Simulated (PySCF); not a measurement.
# A diatomic session: RbBi+

The task here is to estimate one member of a computed series from the others.

Program: PySCF 2.14.0. Level of theory: Rb def2-SVPD with ECP28, Bi def2-SVPD with ECP60, scalar-relativistic core potentials. These are calculated values, not measurements.

The first run:

Settings of the job:

```
atoms                         : Rb, Bi
charge                        : 1
basis                         : Rb def2-SVPD with ECP28, Bi def2-SVPD with ECP60
Hamiltonian                   : scalar-relativistic core potentials
basis functions               : 59
electrons treated             : 31
masses in u                   : 84.9118, 208.9804
levels                        : PBE0, PBE, r²SCAN, M06-L, TPSS, LDA, HF, MP2, SCS-MP2
grid                          : 80 radial by 434 angular points
occupations                   : held fixed by the projection of orbital angular momentum
dissociation limit            : Rb+ + Bi, each in its ground configuration
starting distance in angstrom : 3.620
values of 2S to try           : 1, 3
```

Among the steps run: The job; PBE0 along the bond; Excited determinants; PBE (GGA); r²SCAN (meta-GGA); M06-L; TPSS (meta-GGA); LDA (local density); UHF (mean field).

One of the session's tables, all rows but one given; the rest of the session is left out.

It belongs to the step «The curves together». Energy (eV) from each level's lowest point:

| R (Å) | UHF | UHF-MP2 | UHF-SCS-MP2 | LDA | PBE |
| --- | --- | --- | --- | --- | --- |
| 3.531 | 0.174 | 0.122 | 0.128 | 0.046 | 0.094 |
| 3.695 | 0.090 | 0.054 | 0.059 | 0.011 | 0.039 |
| 3.860 | 0.041 | 0.018 | 0.021 | 0.000 | 0.011 |
| 3.983 | 0.019 | 0.005 | 0.007 | 0.002 | 0.002 |
| 4.106 | ? | ? | ? | ? | ? |
| 4.229 | 0.001 | 0.000 | 0.000 | 0.020 | 0.003 |
| 4.393 | 0.000 | 0.007 | 0.005 | 0.038 | 0.011 |
| 4.599 | 0.006 | 0.020 | 0.017 | 0.062 | 0.026 |
| 4.845 | 0.017 | 0.038 | 0.035 | 0.090 | 0.047 |
| 5.174 | 0.035 | 0.062 | 0.058 | 0.125 | 0.074 |

**Question.** Estimate the row for R (Å) = 4.106.

Worked estimate for «UHF». A straight line through the neighbours (3.983, 0.019) and (4.229, 0.001) gives 0.019 + (0.001 − 0.019) × (4.106 − 3.983) / (4.229 − 3.983) = 0.010; a parabola fitted to 4 rows on both sides gives 0.007.

The run gave: UHF: 0.007; UHF-MP2: 0.000; UHF-SCS-MP2: 0.000; LDA: 0.009; PBE: 0.000. In «UHF» the line misses by +0.003 and the parabola by 0.000.

State 4 has its PBE0 minimum 1.15 eV higher. The other levels ran on the lowest alone.

To keep in mind: The bond is weak, and basis-set superposition, which was not computed, may be a sizeable part of it.
